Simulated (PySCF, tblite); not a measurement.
# C₅H₃FOS: geometry, infrared bands and NMR shifts

Wanted: the infrared bands and NMR shifts of C₅H₃FOS (`O=C(F)c1ccsc1`), by calculation.

Computed with tblite 0.8.0 and PySCF 2.14.0, with density-fitted response routines of our own, on a single molecule in the gas phase. Atoms are numbered from 0 throughout.

### Step 1. The starting structure

11 atoms, charge 0, multiplicity 1; geometry from: force field or distance geometry start.

Bonds of the start (Å): O0–C1 1.24, C1–F2 1.35, C1–C3 1.49, C3–C4 1.35, C4–C5 1.37, C5–S6 1.85, S6–C7 1.88, C7–C3 1.36, C4–H8 1.11, C5–H9 1.08, C7–H10 1.07.

### Step 2. Relaxing the molecule with GFN2-xTB

The job: settings as JSON, then the geometry in Å.

```
{"job": {"kind": "relax", "xc": "GFN2-xTB", "basis": "xTB"}, "charge": 0, "multiplicity": 1}
O      1.938400    -1.690900     0.518200
C      1.740600    -0.530900     0.114200
F      2.812400     0.233900    -0.178700
C      0.367600     0.020400    -0.027700
C     -0.732100    -0.697300     0.273300
C     -1.941800    -0.078400     0.090000
S     -1.649300     1.642200    -0.519200
C      0.193500     1.300000    -0.455300
H     -0.695100    -1.750000     0.632100
H     -2.920000    -0.502400     0.278600
H      0.891400     2.056100    -0.751500
```

Command:

```sh
> OMP_NUM_THREADS=1 python probes_run.py task.json out
```

One launch serves the whole session: the jobs run in the order shown.

**Question.** This job is followed by: GFN2-xTB harmonic vibrations, gas phase; GIAO PBE0/pcSseg-1 NMR shielding, non-relativistic, gas phase. Predict these results of the whole session: strongest single infrared mode (GFN2-xTB); zero-point energy (GFN2-xTB); ¹³C shifts against TMS (PBE0/pcSseg-1); ¹H shifts against TMS (PBE0/pcSseg-1); ¹⁷O shifts against H2O (PBE0/pcSseg-1); ¹⁹F shifts against CFCl3 (PBE0/pcSseg-1); ³³S shifts against CS2 (PBE0/pcSseg-1).

As calculated:

```
                                 quantity                                  value
strongest single infrared mode (GFN2-xTB)                  1829 cm⁻¹, 676 km/mol
             zero-point energy (GFN2-xTB)                          41.7 kcal/mol
   ¹³C shifts against TMS (PBE0/pcSseg-1)  160.3, 147.8, 135.8, 135.1, 133.3 ppm
    ¹H shifts against TMS (PBE0/pcSseg-1)                   8.19, 7.90, 7.27 ppm
   ¹⁷O shifts against H2O (PBE0/pcSseg-1)                              426.9 ppm
 ¹⁹F shifts against CFCl3 (PBE0/pcSseg-1)                               27.7 ppm
   ³³S shifts against CS2 (PBE0/pcSseg-1)                                249 ppm
```

The optimisation took 26 steps and gained 0.872 eV; among the close pairs (by a distance rule), S6–C7 changed most, from 1.875 to 1.701 Å. All 27 modes are real, so the xTB geometry is a minimum. The strongest single mode, at 1829 cm⁻¹, moves mainly C1 and O0. GFN2-xTB is a fitted tight-binding method: band positions and strengths are rough. Its intensities can rank the bands wrongly. At PBE0/pcSseg-1: Shielding is most anisotropic at O0 (span 563 ppm, paramagnetic term -492 ppm). NICS(1)zz of -26 ppm above the planar ring from C3 marks a diatropic (aromatic) ring current.
